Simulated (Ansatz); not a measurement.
# Zr2B: the cost of one run

Computed with Ansatz 0.2.0 (DFT PBE, scalar-relativistic, plane waves, PAW, unless a step's input says otherwise).

1 further run of the same task is left out (set aside as unsound or not needed).

### Step 1. The starting structure

It takes space group F-43m (No. 216, cubic). The conventional cell has a = 6.215 Å, b = 6.215 Å, c = 6.215 Å, α = 90.00°, β = 90.00°, γ = 90.00°. Zr (site symmetry -43m) is surrounded by 4 Zr at 2.69 Å. Zr (site symmetry -43m) has 4 Zr at 2.69 Å and 4 B at 2.69 Å as nearest neighbours. B (site symmetry -43m) has 4 Zr at 2.69 Å as nearest neighbours.

As a file:

```
Zr B
1.0
     0.00000    3.10768    3.10768
     3.10768    0.00000    3.10768
     3.10768    3.10768    0.00000
Zr B
2 1
Direct
  0.75000 0.75000 0.75000
  0.00000 0.00000 0.00000
  0.25000 0.25000 0.25000
```

It is the end of an earlier relaxation with the same method, from a generated guess; it is a trial structure. At a tolerance of 0.05 Å it has space group F-43m (No. 216); it has 20.01 Å³/atom, an uncorrected energy of +1.39 eV/atom over the elements.

### Step 2. Electronic structure at the relaxed geometry

The input, input.yaml:

```yaml
crystal:
  lattice:
    - [0.0, 3.1076755082, 3.1076755082]
    - [3.1076755082, 0.0, 3.1076755082]
    - [3.1076755082, 3.1076755082, 0.0]
  atoms:
    - { symbol: Zr, position: [0.75, 0.75, 0.75], spin: 0.98 }
    - { symbol: Zr, position: [0.0, 0.0, 0.0], spin: 0.78 }
    - { symbol: B, position: [0.25, 0.25, 0.25] }
basis:
  ecutwfc: 420
kpoints:
  mp_grid: { grid: [14, 14, 14] }
  band_path:
    path:
      - [[0.0, 0.0, 0.0], [-0.5, -0.5, 0.0], [-0.375, -0.375, 0.25]]
      - [[-0.375, 0.0, 0.375], [0.0, 0.0, 0.0], [0.0, 0.0, 0.5], [-0.5, -0.25, 0.25], [-0.5, -0.5, 0.0]]
    npoints: 14
hamiltonian:
  xc: pbe
scf:
  occupations: { method: gaussian, width: 0.1 }
  n_extra_bands: 7
output:
  forces: true
  stress: true
  eigenvalues: true
  populations: true
  dos: { projected: true, de: 0.02, nscf_kmesh: { grid: [17, 17, 17] } }
  bader: true
  write_density: true
  write_potential: true
  elf: true
  volumetric_format: npy
magnetization:
  spin_polarized: true
checkpoint:
  read: start.run
  write: ck
  compress: false
  write_wavefunctions: false
  write_every: 100000
```

Command:

```bash
ansatz run input.yaml --threads 1 --pin off --max-ram 2560MiB --backend cpu --events-out ev --progress --plain --runs-dir out
```

**Question.** How long does this run take on 1 thread of Intel Xeon Platinum 8259CL at 2.50GHz (Skylake/Cascade Lake), shared host, and how much memory does it need?

About 1.8 min, with a peak of 0.57 GiB.
